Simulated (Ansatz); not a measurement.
**Si3BH9: one species, many methods**

An exercise on one series of results from a longer session: the logs are not shown, and one member is left open.

Computed with Ansatz 0.2.0, Gaussian basis. Level: functionals in def2-TZVPP, the program's frozen cores in correlated methods.

Levels to be run: LDA (SPW92), PBE-D4, revPBE-D4, BLYP-D4, r2SCAN-D4, B97M-V, PBE0-D4, B3LYP-D4, r2SCANh-D4, r2SCAN0-D4, HSE06-D4, BHLYP-D4, CAM-B3LYP-D4, LC-ωPBE, ωB97X-V, ωB97M-V, B2PLYP, PBE-QIDH; CCSD(T)/def2-SVP; CCSD(T)/def2-TZVPP; MP2/def2-QZVPP; extrapolation to the limit; RPA on PBE.

**The geometry**

All runs share one geometry, relaxed beforehand with PBE0-D4 in a triple-zeta def2 set.

SMILES `[SiH3]B([SiH3])[SiH3]`, 13 atoms, charge 0, spin multiplicity 1.

Atoms are counted from 1 here; the program's logs count them from 0.

Bond lengths: Si1–B2 1.999 Å, Si1–H5 1.489 Å, Si1–H6 1.488 Å, Si1–H7 1.496 Å, B2–Si3 2.000 Å, B2–Si4 1.999 Å, Si3–H8 1.489 Å, Si3–H9 1.496 Å, Si3–H10 1.488 Å, Si4–H11 1.489 Å, Si4–H12 1.497 Å, Si4–H13 1.489 Å. Angles: B2–Si1–H5 113.4°, B2–Si1–H6 114.9°, B2–Si1–H7 103.6°, H5–Si1–H6 108.7°, H5–Si1–H7 107.7°, H6–Si1–H7 108.1°, Si1–B2–Si3 122.0°, Si1–B2–Si4 119.0°, Si3–B2–Si4 118.9°, B2–Si3–H8 113.5°, B2–Si3–H9 103.6°, B2–Si3–H10 114.9°, H8–Si3–H9 107.7°, H8–Si3–H10 108.7°, H9–Si3–H10 108.1°, B2–Si4–H11 114.5°, B2–Si4–H12 102.7°, B2–Si4–H13 114.5° and more.

Coordinates:

| atom | x (Å) | y (Å) | z (Å) |
| --- | --- | --- | --- |
| Si1 | -0.8436 | 1.6445 | -0.7881 |
| B2 | -0.0307 | 0.0206 | 0.0481 |
| Si3 | 1.4001 | 0.1482 | 1.4391 |
| Si4 | -0.5874 | -1.7860 | -0.6027 |
| H5 | -2.2087 | 1.4080 | -1.3345 |
| H6 | -0.8811 | 2.8482 | 0.0865 |
| H7 | 0.0636 | 1.9365 | -1.9412 |
| H8 | 1.4827 | -1.0520 | 2.3170 |
| H9 | 2.6624 | 0.2128 | 0.6387 |
| H10 | 1.3343 | 1.3629 | 2.2967 |
| H11 | 0.4536 | -2.8408 | -0.4596 |
| H12 | -1.7201 | -2.1302 | 0.3133 |
| H13 | -1.1046 | -1.8077 | -1.9988 |

Set-up of the first run:

File in.yaml:

```yaml
crystal:
  periodic: [false, false, false]
  atoms:
    - {symbol: Si, position_ang: [-0.843599, 1.644482, -0.788084]}
    - {symbol: B, position_ang: [-0.030663, 0.020567, 0.048133]}
    - {symbol: Si, position_ang: [1.400090, 0.148190, 1.439087]}
    - {symbol: Si, position_ang: [-0.587445, -1.785958, -0.602675]}
    - {symbol: H, position_ang: [-2.208742, 1.408037, -1.334501]}
    - {symbol: H, position_ang: [-0.881056, 2.848158, 0.086494]}
    - {symbol: H, position_ang: [0.063635, 1.936485, -1.941207]}
    - {symbol: H, position_ang: [1.482678, -1.051965, 2.317046]}
    - {symbol: H, position_ang: [2.662443, 0.212844, 0.638734]}
    - {symbol: H, position_ang: [1.334293, 1.362927, 2.296734]}
    - {symbol: H, position_ang: [0.453572, -2.840820, -0.459565]}
    - {symbol: H, position_ang: [-1.720072, -2.130195, 0.313253]}
    - {symbol: H, position_ang: [-1.104639, -1.807651, -1.998751]}
basis:
  gaussian: {orbitals: def2-TZVPP}
hamiltonian: {xc: lda}
output: {orbitals: {seedname: orbitals}}
```

Launch:

```console
> ansatz run in.yaml --threads 4 --pin off --events-out ev --progress --plain --max-ram 10444MiB
```

Among the steps run: LDA; PBE-D4 (GGA); revPBE-D4 (GGA); BLYP-D4 (GGA); r2SCAN-D4 (meta-GGA); B97M-V (meta-GGA); B3LYP-D4 (hybrid); r2SCANh-D4 (hybrid); r2SCAN0-D4 (hybrid); HSE06-D4 (hybrid); BHLYP-D4 (hybrid); CAM-B3LYP-D4 (range-separated); LC-ωPBE (range-separated); ωB97X-V (range-separated); ωB97M-V (range-separated); B2PLYP (double hybrid); PBE-QIDH (double hybrid).

One table of the session follows, with a row left open; its other results are not shown here.

It belongs to the step «Orbital energies across the functionals». 

| functional | HOMO (eV) | LUMO (eV) | gap (eV) |
| --- | --- | --- | --- |
| LDA (SPW92) | -6.90 | -4.21 | 2.69 |
| PBE-D4 | -6.84 | -4.04 | 2.80 |
| revPBE-D4 | -6.81 | -3.96 | 2.85 |
| BLYP-D4 | -6.72 | -3.82 | 2.90 |
| r2SCAN-D4 | ? | ? | ? |
| B97M-V | -7.28 | -3.99 | 3.30 |
| PBE0-D4 | -8.00 | -3.15 | 4.84 |
| B3LYP-D4 | -7.81 | -3.28 | 4.53 |
| r2SCANh-D4 | -7.52 | -3.53 | 3.99 |
| r2SCAN0-D4 | -8.15 | -3.05 | 5.10 |
| HSE06-D4 | -7.60 | -3.53 | 4.06 |
| BHLYP-D4 | -9.07 | -2.05 | 7.02 |
| CAM-B3LYP-D4 | -9.31 | -1.95 | 7.35 |
| LC-ωPBE | -10.62 | -0.89 | 9.73 |
| ωB97X-V | -10.29 | -0.97 | 9.32 |
| ωB97M-V | -10.09 | -1.19 | 8.90 |

Q: Estimate the row for r2SCAN-D4 from the others.

Worked estimate for «HOMO (eV)». Against the share of exact exchange, r2SCANh-D4 (0.1, -7.52), r2SCAN0-D4 (0.25, -8.15) give a slope of -4.20 per unit share; at 0 the line stands at -7.10.

**Answer.** HOMO (eV): -7.10; LUMO (eV): -3.85; gap (eV): 3.25. In «HOMO (eV)» the line misses by 0.00.
